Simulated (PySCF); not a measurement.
# CuCl3: structure of the singlet

The task is one start of a wider search on CuCl3: the singlet, from a trigonal pyramidal start. It is relaxed, tested by its Hessian and followed downhill if it is a saddle.

The runs use PySCF 2.14.0; PBE0, basis Cu def2-TZVP, Cl def2-TZVP, no relativity, density fitting.

### 1 Starting geometry

4 atoms, charge 0, spin multiplicity 1.

Bond lengths: Cu1–Cl2 2.110 Å, Cu1–Cl3 2.110 Å, Cu1–Cl4 2.110 Å. Angles: Cl2–Cu1–Cl3 99.8°, Cl2–Cu1–Cl4 99.8°, Cl3–Cu1–Cl4 99.8°.

```xyz
4
charge 0 multiplicity 1
Cu    0.0000    0.0000    0.0000
Cl    1.8630    0.0000    0.9906
Cl   -0.9315    1.6134    0.9906
Cl   -0.9315   -1.6134    0.9906
```

### 2 Finding the electronic state

One driver script runs all steps and calls PySCF; scf.py shows how it sets up the SCF of each step. The optimiser is the driver's own. After this first run the driver tries any further starts and a stability analysis.

scf.py reads:

```python
from pyscf import gto, scf, dft
mol = gto.M(atom='''
Cu     0.000000     0.000000     0.000000
Cl     1.863000     0.000000     0.990600
Cl    -0.931500     1.613400     0.990600
Cl    -0.931500    -1.613400     0.990600''',
    basis={'Cu': 'def2-TZVP', 'Cl': 'def2-TZVP'},
    charge=0, spin=0)
mf = dft.RKS(mol, xc='PBE0')
mf.grids.atom_grid = (50, 194)
aux = {'Cu': 'def2-universal-JKFIT', 'Cl': 'def2-universal-JKFIT'}
mf = mf.density_fit(auxbasis=aux)
mf.conv_tol = 1e-08
mf.diis_space = 10
mf.max_cycle = 60
mf.init_guess = 'minao'
mf.verbose = 4
mf.kernel()
```

The run is started by

```console
$ OMP_NUM_THREADS=4 python axn.py task.json out
```

The log of the run, shortened:

```text
[... the frontier levels of the middle cycles are left out ...]
init E= -3020.30571092994
cycle= 1 E= -3017.71792904066  delta_E= 2.59  |g|= 5.03  |ddm|= 2.19
  HOMO = -0.311694961005545  LUMO = -0.302566483037398  gap/eV = 0.24840
cycle= 2 E= -3006.83142528986  delta_E= 10.9  |g|= 10.6  |ddm|= 8.28
  HOMO = -0.328555138127141  LUMO = -0.320130344608187  gap/eV = 0.22925
cycle= 3 E= -3019.2368442009  delta_E= -12.4  |g|=  3.1  |ddm|= 7.25
cycle= 4 E= -3019.01308396615  delta_E= 0.224  |g|= 2.24  |ddm|= 2.74
cycle= 5 E= -3020.37889851708  delta_E= -1.37  |g|= 0.443  |ddm|= 2.11
cycle= 6 E= -3020.39679255255  delta_E= -0.0179  |g|= 0.393  |ddm|= 0.805
cycle= 7 E= -3020.41338948532  delta_E= -0.0166  |g|= 0.439  |ddm|= 0.512
cycle= 8 E= -3020.43705529001  delta_E= -0.0237  |g|= 0.18  |ddm|= 0.164
cycle= 9 E= -3020.44095559555  delta_E= -0.0039  |g|= 0.0297  |ddm|= 0.0822
cycle= 10 E= -3020.44112025078  delta_E= -0.000165  |g|= 0.0106  |ddm|= 0.0251
cycle= 11 E= -3020.4411432454  delta_E= -2.3e-05  |g|= 0.00425  |ddm|= 0.011
cycle= 12 E= -3020.44114889678  delta_E= -5.65e-06  |g|= 0.00194  |ddm|= 0.00715
cycle= 13 E= -3020.44115013591  delta_E= -1.24e-06  |g|= 0.000472  |ddm|= 0.00347
cycle= 14 E= -3020.44115025405  delta_E= -1.18e-07  |g|= 0.000224  |ddm|= 0.0011
cycle= 15 E= -3020.44115028256  delta_E= -2.85e-08  |g|= 0.000104  |ddm|= 0.000579
cycle= 16 E= -3020.44115029334  delta_E= -1.08e-08  |g|= 1.82e-05  |ddm|= 0.000533
cycle= 17 E= -3020.44115029374  delta_E= -3.98e-10  |g|= 1.1e-05  |ddm|= 9.92e-05
  HOMO = -0.308283409708465  LUMO = -0.253397133156373  gap/eV = 1.49353
Extra cycle  E= -3020.4411502934  delta_E= 3.43e-10  |g|= 3.47e-05  |ddm|= 5.29e-05
converged SCF energy = -3020.4411502934
```

This step, with its further starts and checks, needed 33 s of wall time on 4 threads of Arm Neoverse N1, shared host.

Energies from each starting density:

```csv
start,energy (Eh)
the minimal-basis guess,-3020.441150
a thermally smeared density,-3020.441150
a smeared PBE density,-3020.440609
```

No lower closed-shell solution turned up from the other starts or in the test of internal stability.

### 3 Relaxing the singlet from the trigonal pyramidal start

The program finds C3v symmetry in the start, which this walk keeps.

Edit scf.py of step 2 so:

```diff
@@ -3,4 +3,4 @@
-Cu     0.000000     0.000000     0.000000
-Cl     1.863000     0.000000     0.990600
-Cl    -0.931500     1.613400     0.990600
-Cl    -0.931500    -1.613400     0.990600''',
+Cu     0.000000     0.000000    -0.619178
+Cl     1.862997     0.000000     0.371422
+Cl    -0.931498     1.613403     0.371422
+Cl    -0.931498    -1.613403     0.371422''',
@@ -16 +15,0 @@
-mf.init_guess = 'minao'
```

The optimiser's trace:

```csv
step,energy (Eh),change (kJ/mol),largest symmetric gradient (Eh/bohr)
0,-3020.441150,0.00,0.01514
1,-3020.447963,-17.89,0.01851
2,-3020.461749,-54.08,0.02188
3,-3020.464745,-61.95,0.01609
4,-3020.467248,-68.52,0.01243
5,-3020.470989,-78.34,0.00331
6,-3020.471313,-79.19,0.00226
7,-3020.471367,-79.34,0.00017
8,-3020.471368,-79.34,0.00001
```

The walk took 40 s.

Geometry (Å) and forces (eV/Å) at some steps, with the part that breaks the symmetry left in:

```
step 0
Cu   0.000   0.000  -0.619  -0.041   0.000   0.778
Cl   1.863   0.000   0.371   1.348   0.000  -0.248
Cl  -0.931   1.613   0.371  -0.653  -0.088  -0.265
Cl  -0.931  -1.613   0.371  -0.653   0.088  -0.265
step 1
Cu   0.000   0.000  -0.535   0.116   0.000   0.952
Cl   1.923   0.000   0.344   1.004   0.000  -0.360
Cl  -0.961   1.665   0.344  -0.560  -0.270  -0.296
Cl  -0.961  -1.665   0.344  -0.560   0.270  -0.296
step 4
Cu   0.000   0.000  -0.072   0.705   0.000   0.616
Cl   2.137   0.000   0.189  -0.409   0.000  -0.266
Cl  -1.069   1.851   0.189  -0.148  -0.956  -0.175
Cl  -1.069  -1.851   0.189  -0.148   0.956  -0.175
step 8
Cu   0.000   0.000   0.123   0.840   0.000   0.001
Cl   2.095   0.000   0.124   0.248   0.000   0.000
Cl  -1.047   1.814   0.124  -0.544  -0.457   0.000
Cl  -1.047  -1.814   0.124  -0.544   0.457   0.000
```

After 8 steps and 79.3 kJ/mol it ends at D3h: Cu–Cl 2.095 Å (×3); Cl–Cu–Cl 120.0° (×3). A gradient of 0.0163 Eh/bohr that breaks the symmetry is left: this electronic state wants a lower symmetry.

### 4 Releasing the symmetry

The geometry is nudged along the force that breaks the symmetry.

The program finds C2v symmetry in the start, which may break. Threshold on the gradient: 0.0003 Eh/bohr, with a further test on the energy change.

Edit scf.py of step 3 so:

```diff
@@ -3,4 +3,4 @@
-Cu     0.000000     0.000000    -0.619178
-Cl     1.862997     0.000000     0.371422
-Cl    -0.931498     1.613403     0.371422
-Cl    -0.931498    -1.613403     0.371422''',
+Cu     0.044862    -0.000000    -0.000000
+Cl     2.108878    -0.000001    -0.000020
+Cl    -1.094805     1.778532     0.000011
+Cl    -1.094807    -1.778531     0.000011''',
```

Steps of the walk:

```csv
step,energy (Eh),change (kJ/mol),largest gradient (Eh/bohr)
0,-3020.475332,0.00,0.01293
1,-3020.480548,-13.69,0.01185
2,-3020.489869,-38.17,0.00819
3,-3020.491568,-42.63,0.00309
4,-3020.491687,-42.94,0.00166
5,-3020.491699,-42.97,0.00063
6,-3020.491703,-42.98,0.00086
7,-3020.491708,-43.00,0.00017
8,-3020.491708,-43.00,0.00009
```

The walk took 42 s.

End point (C2v, 8 steps, 43.0 kJ/mol gained): Cu–Cl 2.084 Å, Cu–Cl 2.088 Å (×2); Cl–Cu–Cl 82.9°, Cl–Cu–Cl 138.5° (×2).

### 5 Is it a minimum? Harmonic modes

On the finer grid the gradient is checked again; gradients at displacements of ±0.02 bohr then give force constants and infrared intensities.

Edit scf.py of step 4 so:

```diff
@@ -3,4 +3,4 @@
-Cu     0.044862    -0.000000    -0.000000
-Cl     2.108878    -0.000001    -0.000020
-Cl    -1.094805     1.778532     0.000011
-Cl    -1.094807    -1.778531     0.000011''',
+Cu     0.217784    -0.000000    -0.000001
+Cl     2.301598    -0.000002    -0.000014
+Cl    -1.346759     1.382031     0.000008
+Cl    -1.346761    -1.382029     0.000008''',
@@ -10 +10 @@
-mf.grids.atom_grid = (50, 194)
+mf.grids.atom_grid = (75, 302)
@@ -13 +13 @@
-mf.conv_tol = 1e-08
+mf.conv_tol = 1e-10
```

This SCF starts from the last density.

Log of the central SCF (cycles and frontier levels):

```text
init E= -3020.49156222651
  HOMO = -0.329282895807021  LUMO = -0.241682637224518  gap/eV = 2.38372
cycle= 1 E= -3020.49156222551  delta_E= 1e-09  |g|= 9.62e-05  |ddm|= 5.35e-05
  HOMO = -0.329283949293513  LUMO = -0.241691720943869  gap/eV = 2.38351
cycle= 2 E= -3020.49156220296  delta_E= 2.25e-08  |g|= 0.000468  |ddm|= 0.000236
  HOMO = -0.329283154666634  LUMO = -0.241683722025801  gap/eV = 2.38370
cycle= 3 E= -3020.49156222652  delta_E= -2.36e-08  |g|= 1.11e-05  |ddm|= 0.000187
  HOMO = -0.329283093435168  LUMO = -0.241684064649018  gap/eV = 2.38369
cycle= 4 E= -3020.49156222657  delta_E= -4.91e-11  |g|= 1.3e-06  |ddm|= 1.31e-05
  HOMO = -0.329283120588542  LUMO = -0.241684037863305  gap/eV = 2.38369
Extra cycle  E= -3020.49156222656  delta_E= 4.55e-12  |g|= 4.17e-06  |ddm|= 4.73e-06
converged SCF energy = -3020.49156222656
```

The whole step took 82 s.

Geometry: C2v; Cu–Cl 2.084 Å, Cu–Cl 2.088 Å (×2); Cl–Cu–Cl 82.9°, Cl–Cu–Cl 138.5° (×2).

Harmonic modes (main isotopes):

| symmetry | ω (cm⁻¹) | IR (km/mol) | type |
| --- | --- | --- | --- |
| b2 | 44i | 2.9 | bend |
| a1 | 121 | 13.9 | bend |
| b1 | 121 | 4.5 | bend |
| a1 | 340 | 0.0 | stretch |
| b2 | 378 | 4.2 | stretch |
| a1 | 466 | 52.2 | stretch |

1 mode is imaginary, the largest at 44i cm⁻¹: a saddle point, not a minimum.

Properties at this point:

- Dipole moment: 0.94 D
- Highest occupied level: -8.96 eV
- Lowest empty level: -6.58 eV
- Rotational constants: 0.1262, 0.0535, 0.03757 cm⁻¹
- Zero-point energy (real modes): 8.5 kJ/mol
- Principal polarisabilities: 36.2, 69.9, 118.8 bohr³
- Atomisation energy without zero-point energy: 670 kJ/mol
- Principal traceless quadrupole moments about the centre of mass: -4.68, 1.16, 3.51 D Å

Populations by atom (charges in e):

| atom | Mulliken | Löwdin | polar tensor | Mayer order to Cu1 |
| --- | --- | --- | --- | --- |
| Cu1 | 0.46 | -0.61 | 0.66 | – |
| Cl2 | -0.26 | 0.12 | -0.44 | 0.97 |
| Cl3,4 | -0.10 | 0.24 | -0.11 | 0.89 |

Mulliken populations on Cu1: s 6.58, p 12.48, d 9.49, f 0.00.

### 6 Leaving the saddle point

The start is the last point, displaced along its most imaginary mode.

The program finds Cs symmetry in the start, which this walk keeps. The walk stops when the largest gradient is under 0.0003 Eh/bohr and the energy has settled too.

Edit scf.py of step 5 so:

```diff
@@ -3,4 +3,4 @@
-Cu     0.217784    -0.000000    -0.000001
-Cl     2.301598    -0.000002    -0.000014
-Cl    -1.346759     1.382031     0.000008
-Cl    -1.346761    -1.382029     0.000008''',
+Cu     0.217784     0.172346    -0.000001
+Cl     2.301598    -0.250002    -0.000014
+Cl    -1.501185     1.351955     0.000009
+Cl    -1.192335    -1.412105     0.000007''',
@@ -10 +10 @@
-mf.grids.atom_grid = (75, 302)
+mf.grids.atom_grid = (50, 194)
@@ -13 +13 @@
-mf.conv_tol = 1e-10
+mf.conv_tol = 1e-08
```

Energy and gradient, step by step:

```csv
step,energy (Eh),change (kJ/mol),largest symmetric gradient (Eh/bohr)
0,-3020.491395,0.00,0.01112
1,-3020.491928,-1.40,0.00516
2,-3020.492150,-1.98,0.00256
3,-3020.492197,-2.10,0.00192
4,-3020.492359,-2.53,0.00160
5,-3020.492406,-2.65,0.00167
6,-3020.492663,-3.33,0.00340
7,-3020.492764,-3.59,0.00622
8,-3020.492944,-4.07,0.00233
9,-3020.492985,-4.17,0.00158
10,-3020.492990,-4.19,0.00035
11,-3020.492991,-4.19,0.00010
```

The walk needed 52 s of wall time on 4 threads of Arm Neoverse N1, shared host.

Positions (Å) and forces (eV/Å) along the way:

```
step 0
Cu   0.218   0.172   0.000   0.222  -0.213   0.000
Cl   2.302  -0.250   0.000  -0.572   0.115   0.000
Cl  -1.501   1.352   0.000   0.157  -0.002   0.000
Cl  -1.192  -1.412   0.000   0.193   0.100   0.000
step 1
Cu   0.218   0.168   0.000   0.050  -0.112   0.000
Cl   2.278  -0.246   0.000  -0.266   0.046   0.000
Cl  -1.489   1.355   0.000   0.088   0.041   0.000
Cl  -1.181  -1.415   0.000   0.128   0.024   0.000
step 6
Cu   0.149   0.242   0.000   0.102  -0.110   0.000
Cl   2.153  -0.342   0.000  -0.175  -0.019   0.000
Cl  -1.493   1.500   0.000  -0.042  -0.046   0.000
Cl  -0.983  -1.537   0.000   0.114   0.175   0.000
step 11
Cu   0.128   0.289   0.000  -0.005  -0.003   0.000
Cl   2.075  -0.418   0.000  -0.001   0.002   0.000
Cl  -1.518   1.551   0.000   0.004   0.000   0.000
Cl  -0.859  -1.560   0.000   0.002   0.001   0.000
```

It settles in C2v symmetry, 4.2 kJ/mol below the start, after 11 steps: Cu–Cl 2.073 Å (×2), Cu–Cl 2.096 Å; Cl–Cu–Cl 98.1°, Cl–Cu–Cl 99.4°, Cl–Cu–Cl 162.5°.

### 7 Frequencies

The same treatment as at the point before.

Edit scf.py of step 6 so:

```diff
@@ -3,4 +3,4 @@
-Cu     0.217784     0.172346    -0.000001
-Cl     2.301598    -0.250002    -0.000014
-Cl    -1.501185     1.351955     0.000009
-Cl    -1.192335    -1.412105     0.000007''',
+Cu     0.145736     0.268094    -0.000001
+Cl     2.096230    -0.432918    -0.000012
+Cl    -1.503249     1.523759     0.000009
+Cl    -0.855246    -1.573301     0.000005''',
@@ -10 +10 @@
-mf.grids.atom_grid = (50, 194)
+mf.grids.atom_grid = (75, 302)
@@ -13 +13 @@
-mf.conv_tol = 1e-08
+mf.conv_tol = 1e-10
```

SCF at the final geometry:

```text
init E= -3020.4929091313
  HOMO = -0.332946240767467  LUMO = -0.245142963375283  gap/eV = 2.38925
cycle= 1 E= -3020.49290913122  delta_E= 7.46e-11  |g|= 1.86e-05  |ddm|= 2.66e-05
  HOMO = -0.332946222178021  LUMO = -0.245144063034751  gap/eV = 2.38922
cycle= 2 E= -3020.4929091306  delta_E= 6.22e-10  |g|= 5.43e-05  |ddm|= 6.55e-05
  HOMO = -0.332946278569374  LUMO = -0.24514290320047  gap/eV = 2.38925
cycle= 3 E= -3020.4929091313  delta_E= -6.97e-10  |g|= 1.28e-05  |ddm|= 4.37e-05
  HOMO = -0.332946248851164  LUMO = -0.245143188898673  gap/eV = 2.38924
cycle= 4 E= -3020.49290913131  delta_E= -1.59e-11  |g|= 4.85e-07  |ddm|= 6.78e-06
  HOMO = -0.332946242333543  LUMO = -0.245143151199578  gap/eV = 2.38924
Extra cycle  E= -3020.49290913131  delta_E= 7.73e-12  |g|= 1.21e-06  |ddm|= 1.3e-06
converged SCF energy = -3020.49290913131
```

The whole step took 81 s.

Geometry: C2v; Cu–Cl 2.073 Å (×2), Cu–Cl 2.096 Å; Cl–Cu–Cl 98.8° (×2), Cl–Cu–Cl 162.5°.

Modes, for the most abundant isotopes:

| symmetry | ω (cm⁻¹) | IR (km/mol) | μ (u) | type |
| --- | --- | --- | --- | --- |
| b2 | 46 | 6.1 | 36.30 | bend |
| b1 | 130 | 5.2 | 47.24 | bend |
| a1 | 131 | 0.6 | 39.33 | bend |
| a1 | 347 | 0.0 | 34.97 | stretch |
| a1 | 400 | 2.4 | 41.97 | stretch |
| b2 | 475 | 58.9 | 45.73 | stretch |

No imaginary mode, so this is a minimum.

Constants and moments:

```
Dipole moment                                                   : 0.68 D
Highest occupied level                                          : -9.06 eV
Lowest empty level                                              : -6.67 eV
Rotational constants                                            : 0.1163, 0.05744, 0.03845 cm⁻¹
Zero-point energy                                               : 9.1 kJ/mol
Principal polarisabilities                                      : 36.2, 69.6, 114.3 bohr³
Atomisation energy without zero-point energy                    : 673 kJ/mol
Principal traceless quadrupole moments about the centre of mass : -4.13, 1.05, 3.09 D Å
Entropy at 298.15 K and 1 bar                                   : 342.5 J/(mol K)
Heat capacity Cp at 298.15 K                                    : 75.9 J/(mol K)
Enthalpy at 298.15 K above 0 K                                  : 18.10 kJ/mol
Rotational symmetry number                                      : 2
```

Charges (e) and bond orders:

```
 atom  Mulliken  Löwdin  polar tensor  Mayer order to Cu1
  Cu1      0.44   -0.59          0.68                   –
Cl2,3     -0.17    0.18         -0.34                0.96
  Cl4     -0.09    0.22          0.00                0.92
```

Mulliken populations on Cu1: s 6.58, p 12.50, d 9.48, f 0.00.

### 8 Stability of the closed shell

At the lowest minimum the closed shell is tested against spin polarisation, on the (50, 194) grid. It is unstable: an open-shell solution lies lower. That solution was not followed to a minimum here.

### 9 The points found, side by side

| spin | group | bonds | imaginary modes (cm⁻¹) | ΔE (kJ/mol) | with zero-point energy |
| --- | --- | --- | --- | --- | --- |
| singlet | C2v | Cu–Cl 2.073 Å (×2), Cu–Cl 2.096 Å | none | 0.0 | 0.0 |
| singlet | C2v | Cu–Cl 2.084 Å, Cu–Cl 2.088 Å (×2) | 44i | 3.5 | – |

### 10 Results

| quantity | value |
| --- | --- |
| minimum | singlet, C2v (closed shell, unstable towards spin polarisation) |
| geometry | Cu–Cl 2.073 Å (×2), Cu–Cl 2.096 Å; Cl–Cu–Cl 98.8° (×2), Cl–Cu–Cl 162.5° |
| wavenumbers (cm⁻¹) | 46 (b2), 130 (b1), 131 (a1), 347 (a1), 400 (a1), 475 (b2) |
| dipole moment | 0.68 D |
| highest occupied, lowest empty level | -9.06, -6.67 eV |
| polar-tensor charge of Cu1 | +0.68 e |
| zero-point energy | 9.1 kJ/mol |

In words: From C3v at the start the molecule goes to a C2v minimum, after a stop at a saddle point 3.5 kJ/mol higher, from which it was pushed off along an imaginary mode. In the infrared the band at 475 cm⁻¹ (b2, stretch) leads. Other starts or spin states, not run here, may lie lower. Spin polarisation would lower this closed shell, so its numbers describe a constrained state.

The search up to here needed 5.8 min of wall time on 4 threads of Arm Neoverse N1, shared host.
